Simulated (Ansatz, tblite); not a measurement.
# CdMeF (CH3CdF): removing an electron

One table from this session's results is given with a row withheld; the runs are named, their logs left out.

Method: as each input shows; program: Ansatz 0.2.0, Gaussian basis.

Plan: charge +1 doublet, at the geometry of the singlet (PBE0-D4/def2-TZVP, PBE-D4/def2-TZVP, r2SCAN-D4/def2-TZVP, CCSD(T)/def2-TZVPP); the starting singlet's energies come from earlier runs.

5 further runs of the same task are left out: 5 set aside as unsound or not needed. Runs told in other sessions of the task aren't counted.

## The geometry

The singlet was relaxed beforehand with PBE0-D4/def2-TZVP.

6 atoms, charge 0, spin multiplicity 1.

Atoms are counted from 1 here; the program's logs count them from 0.

Bond lengths: Cd1–C2 2.079 Å, Cd1–F6 1.947 Å, C2–H3 1.090 Å, C2–H4 1.090 Å, C2–H5 1.090 Å. Angles: C2–Cd1–F6 180.0°, Cd1–C2–H3 109.7°, Cd1–C2–H4 109.6°, Cd1–C2–H5 109.6°, H3–C2–H4 109.3°, H3–C2–H5 109.3°, H4–C2–H5 109.3°.

Cd takes a core potential in the def2 sets. No spin-orbit coupling is included.

Set-up of the first run:

in.yaml

```yaml
crystal:
  periodic: [false, false, false]
  atoms:
    - {symbol: Cd, position_ang: [-0.005805, 0.002897, -1.244816]}
    - {symbol: C, position_ang: [0.003776, -0.001495, 0.834441]}
    - {symbol: H, position_ang: [-0.448390, 0.917839, 1.205890]}
    - {symbol: H, position_ang: [1.029649, -0.069940, 1.195717]}
    - {symbol: H, position_ang: [-0.564745, -0.856075, 1.200580]}
    - {symbol: F, position_ang: [-0.014494, 0.006774, -3.191812]}
basis:
  gaussian: {orbitals: def2-TZVP}
total_charge: 1
magnetization: {spin_polarized: true, initial_magnetization: 1}
hamiltonian: {xc: pbe0, dispersion: d4}
output: {orbitals: {seedname: orbitals}}
```

Command:

```console
$ ansatz run in.yaml --threads 4 --pin off --events-out ev --progress --plain --max-ram 3916MiB
```

Steps of the session up to this table: Charge +1 doublet at the fixed geometry, PBE0-D4/def2-TZVP; Charge +1 doublet at the fixed geometry, PBE-D4/def2-TZVP; Charge +1 doublet at the fixed geometry, r2SCAN-D4/def2-TZVP; Charge +1 doublet at the fixed geometry, CCSD(T)/def2-TZVPP.

One of the session's tables, all rows but one given; the rest of the session is left out.

It belongs to the step «Vertical ionisation energy». 

| method | vertical ionisation energy (eV) |
| --- | --- |
| HF/def2-TZVPP | 9.34 |
| PBE-D4/def2-TZVP | 10.68 |
| r2SCAN-D4/def2-TZVP | 10.64 |
| PBE0-D4/def2-TZVP | ? |
| MP2/def2-TZVPP | 10.96 |
| CCSD/def2-TZVPP | 10.64 |
| CCSD(T)/def2-TZVPP | 10.72 |

**Question.** Estimate the row for PBE0-D4/def2-TZVP.

**Answer.** vertical ionisation energy (eV): 10.74. In the column «vertical ionisation energy (eV)» it lies between CCSD(T)/def2-TZVPP (10.72) and MP2/def2-TZVPP (10.96).
